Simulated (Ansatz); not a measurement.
**GdP (rocksalt): equation of state and elastic constants**

An exercise on one series of results from a longer session: the logs are not shown, and one member is left open.

Program: Ansatz 0.2.0. Level of theory: DFT PBEsol, scalar-relativistic, plane waves, PAW. These are calculated values, not measurements.

### The structure to begin with

The structure is cubic, space group Fm-3m (No. 225). The conventional cell has a = 5.654 Å, b = 5.654 Å, c = 5.654 Å, α = 90.00°, β = 90.00°, γ = 90.00°. Gd (site symmetry m-3m) is surrounded by 6 P at 2.83 Å. P (site symmetry m-3m) has 6 Gd at 2.83 Å as nearest neighbours.

As a file:

```
Gd P
1.0
     0.00000    2.82677    2.82677
     2.82677    0.00000    2.82677
     2.82677    2.82677    0.00000
Gd P
1 1
Direct
  0.50000 0.50000 0.50000
  0.00000 0.00000 0.00000
```

An earlier run at PBEsol left this cell at 22.588 Å³/atom and -0.04 GPa (10×10×10 mesh).

Volume factors to run: 0.980, 1.020, 0.960, 1.040.

Set-up of the first run:

Contents of input.yaml:

```yaml
crystal:
  lattice:
    - [0.0, 2.807802459, 2.807802459]
    - [2.807802459, 0.0, 2.807802459]
    - [2.807802459, 2.807802459, 0.0]
  atoms:
    - { symbol: Gd, position: [0.5, 0.5, 0.5], spin: 7.62 }
    - { symbol: P, position: [0.0, 0.0, 0.0] }
basis:
  ecutwfc: 420
  ecutrho_ratio: 4
kpoints:
  mp_grid: { grid: [10, 10, 10] }
hamiltonian:
  xc: pbesol
scf:
  occupations: { method: gaussian, width: 0.05 }
output:
  forces: true
  stress: true
  eigenvalues: true
  populations: true
magnetization:
  spin_polarized: true
```

Steps of the session up to this table: Volume × 0.980; Volume × 1.020; Volume × 0.960; At 1.040 of the relaxed volume.

One of the session's tables, all rows but one given; the rest of the session is left out.

It belongs to the step «Energy and pressure against volume». 

| volume (Å³/atom) | energy (meV/atom) | pressure (GPa) |
| --- | --- | --- |
| 21.684 | 10.16 | 3.74 |
| 22.136 | 2.42 | 1.77 |
| 22.588 | 0.00 | -0.04 |
| 23.040 | ? | ? |
| 23.491 | 9.33 | -3.17 |

Estimate the missing values for volume (Å³/atom) = 23.040.

Worked estimate for «energy (meV/atom)». A straight line through the neighbours (22.588, 0.00) and (23.491, 9.33) gives 0.00 + (9.33 − 0.00) × (23.040 − 22.588) / (23.491 − 22.588) = 4.67; a parabola fitted to 3 rows on both sides gives 2.31.

The run gave: energy (meV/atom): 2.45; pressure (GPa): -1.68. In «energy (meV/atom)» the line misses by +2.22 and the parabola by -0.14.

Caveats from the session: Warnings in the runs' records: stability check not made.
